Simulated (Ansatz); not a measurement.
Working through harmonic frequencies at the relaxed geometry of PSn

With Ansatz 0.2.0 through its Python package.

Typed at the interpreter:
```pycon
>>> import itertools
>>> import ansatz as az
>>> from ase.data import atomic_numbers, covalent_radii
>>> import numpy as np
>>> BASIS_SET = "def2-SVP"
>>> FUNCTIONAL = "r2scan"
>>> DISPERSION = "d4"
>>> GEOMETRY = """
... Sn    0.00000    0.00000    0.00000
... P     0.00000    0.00000    2.41500
... """
>>> psn = az.Crystal.molecule()
>>> for line in GEOMETRY.strip().splitlines():
...     symbol, *xyz = line.split()
...     psn = psn.atom(symbol, [float(v) for v in xyz])
...
>>> setup = (
...     psn.calculation()
...     .basis(gaussian=BASIS_SET)
...     .functional(FUNCTIONAL, dispersion=DISPERSION)
...     .spin("collinear", total=1)
... )
>>> symbols = [site.symbol for site in psn.cartesian_sites]
>>> start = np.array([site.position_ang for site in psn.cartesian_sites], dtype=float)
>>> rep = setup.relax(force_tolerance=0.003).run(threads=1).report
>>> end = np.array(rep["positions_ang"])
>>> # pairs closer than 1.2 times the sum of covalent radii, before or after
>>> radius = [covalent_radii[atomic_numbers[s]] for s in symbols]
>>> span = lambda where, i, j: np.linalg.norm(where[i] - where[j])
>>> bonded = [(i, j) for i, j in itertools.combinations(range(len(symbols)), 2) if min(span(start, i, j), span(end, i, j)) < 1.2 * (radius[i] + radius[j])]
>>> print("pair        before    after (A)")
pair        before    after (A)
>>> for i, j in bonded:
...     print(f"{symbols[i]}{i}-{symbols[j]}{j}".ljust(10), f"{span(start, i, j):8.4f} {span(end, i, j):8.4f}")
...
Sn0-P1       2.4150   2.3613
>>> # frequencies need a stationary point, so they are taken at the relaxed geometry
>>> minimum = az.Crystal.molecule()
>>> for symbol, place in zip(symbols, end):
...     minimum = minimum.atom(symbol, place.tolist())
...
>>> vibrating = (
...     minimum.calculation()
...     .basis(gaussian=BASIS_SET)
...     .functional(FUNCTIONAL, dispersion=DISPERSION)
...     .spin("collinear", total=1)
...     .phonons(temperatures=(200, 600, 100))
... )
>>> vib = vibrating.run(threads=1).report["vibrations"]
>>> sums = vib["harmonic_sums"]
>>> modes = [m["omega_inv_cm"] for m in sums["modes_at_gamma"] if m["rigid_motion"] == "no"]
>>> for number, w in enumerate(modes, start=1):
...     print(f"mode {number:2d} {w:9.1f} 1/cm {w / 8065.544 * 1000:8.2f} meV")
...
mode  1     407.2 1/cm    50.49 meV
>>> print("imaginary modes:", sum(w < 0 for w in modes), " zero-point energy:", round(sums["zero_point_energy_ev"], 4), "eV")
imaginary modes: 0  zero-point energy: 0.0252 eV
>>> print("T (K)   F_vib (eV)   S_vib (meV/K)   C_vib (meV/K)")
T (K)   F_vib (eV)   S_vib (meV/K)   C_vib (meV/K)
>>> for row in zip(sums["temperatures_k"], sums["vibrational_free_energy_ev"], vib["entropy_ev_per_k"], vib["heat_capacity_ev_per_k"]):
...     print(f"{row[0]:6.1f} {row[1]:11.4f} {1000 * row[2]:13.4f} {1000 * row[3]:15.4f}")
...
 200.0      0.0243        0.0190          0.0441
 300.0      0.0213        0.0410          0.0633
 400.0      0.0162        0.0606          0.0723
 500.0      0.0093        0.0773          0.0770
 600.0      0.0008        0.0916          0.0796
```

Caveats:
- These settings explore the input space; basis and method may be short of convergence.
- The frequencies are harmonic and unscaled, in a modest basis.
- def2 sets replace the cores of elements past krypton by effective core potentials.
- The run takes the species as open-shell (spin multiplicity 2), which needn't be its ground state.
- The spin state was assumed, and another may lie lower.
- The whole script took 70 s on 1 thread of Arm Neoverse V1 (shared host), peak memory 0.22 GiB.
